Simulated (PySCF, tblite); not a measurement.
**C₆H₉OP: geometry, infrared bands and NMR shifts**

Wanted: the infrared bands and NMR shifts of C₆H₉OP (`CC1=C[PH](=O)C=C1C`), by calculation.

The runs use tblite 0.8.0 and PySCF 2.14.0, with density-fitted response routines of our own; the level of theory stands in each step. All values are computed, except where a source is named. Atoms are numbered from 0 throughout.

## Step 1: The starting structure

17 atoms, charge 0, multiplicity 1; geometry from: force field or distance geometry start.

Bonds of the start (Å): C0–C1 1.51, C1–C2 1.33, C2–P3 1.80, P3–O4 1.52, P3–C5 1.79, C5–C6 1.31, C6–C7 1.52, C6–C1 1.41, C0–H8 1.09, C0–H9 1.09, C0–H10 1.13, C2–H11 1.08, P3–H12 1.38, C5–H13 1.09, C7–H14 1.11, C7–H15 1.10, C7–H16 1.09.

## Step 2: Optimising the geometry with GFN2-xTB

Job settings and geometry (Å):

```
{"job": {"kind": "relax", "xc": "GFN2-xTB", "basis": "xTB"}, "charge": 0, "multiplicity": 1}
C     -1.835600    -0.908900    -0.279000
C     -0.369200    -0.596000    -0.127700
C      0.525000    -1.583500    -0.171100
P      2.140900    -0.826600     0.046600
O      2.803200    -1.315400     1.318600
C      1.441500     0.814800     0.211500
C      0.140700     0.699900     0.088800
C     -0.735100     1.935900     0.186500
H     -2.474200    -0.069200    -0.002000
H     -1.976700    -1.220500    -1.310400
H     -2.128700    -1.765100     0.391200
H      0.320000    -2.628800    -0.324900
H      2.936800    -0.961100    -1.069500
H      2.009900     1.728800     0.376300
H     -1.668500     1.721100     0.748400
H     -0.924000     2.276300    -0.838900
H     -0.213100     2.710200     0.745800
```

Started as:

```
$ OMP_NUM_THREADS=1 python probes_run.py task.json out
```

One launch serves the whole session: the jobs run in the order shown.

**Question.** This job is followed by: GFN2-xTB harmonic vibrations, gas phase; GIAO PBE0/pcSseg-1 NMR shielding, non-relativistic, gas phase. Predict these results of the whole session: strongest single infrared mode (GFN2-xTB); zero-point energy (GFN2-xTB); ¹³C shifts against TMS (PBE0/pcSseg-1, means over atoms taken as alike); ¹H shifts against TMS (PBE0/pcSseg-1, means over atoms taken as alike); ³¹P shifts against H3PO4 (PBE0/pcSseg-1); ¹⁷O shifts against H2O (PBE0/pcSseg-1).

**Answer**, as computed:

| quantity | value |
| --- | --- |
| strongest single infrared mode (GFN2-xTB) | 1285 cm⁻¹, 291 km/mol |
| zero-point energy (GFN2-xTB) | 83.0 kcal/mol |
| ¹³C shifts against TMS (PBE0/pcSseg-1, means over atoms taken as alike) | 160.3, 132.4, 20.1 ppm |
| ¹H shifts against TMS (PBE0/pcSseg-1, means over atoms taken as alike) | 7.52, 6.08, 2.07 ppm |
| ³¹P shifts against H3PO4 (PBE0/pcSseg-1) | -9.3 ppm |
| ¹⁷O shifts against H2O (PBE0/pcSseg-1) | 57.8 ppm |

What this shows: Over 104 steps the energy fell by 0.484 eV; of the close pairs, C1–C6 changed most, 1.409 to 1.475 Å. All 45 modes are real, so the xTB geometry is a minimum. The strongest single mode, at 1285 cm⁻¹, moves mainly O4 and P3. GFN2-xTB is a fitted tight-binding method: band positions and strengths are rough. Its intensities can rank the bands wrongly. At PBE0/pcSseg-1: The widest tensor belongs to P3: span 307 ppm, with a paramagnetic part of -635 ppm.
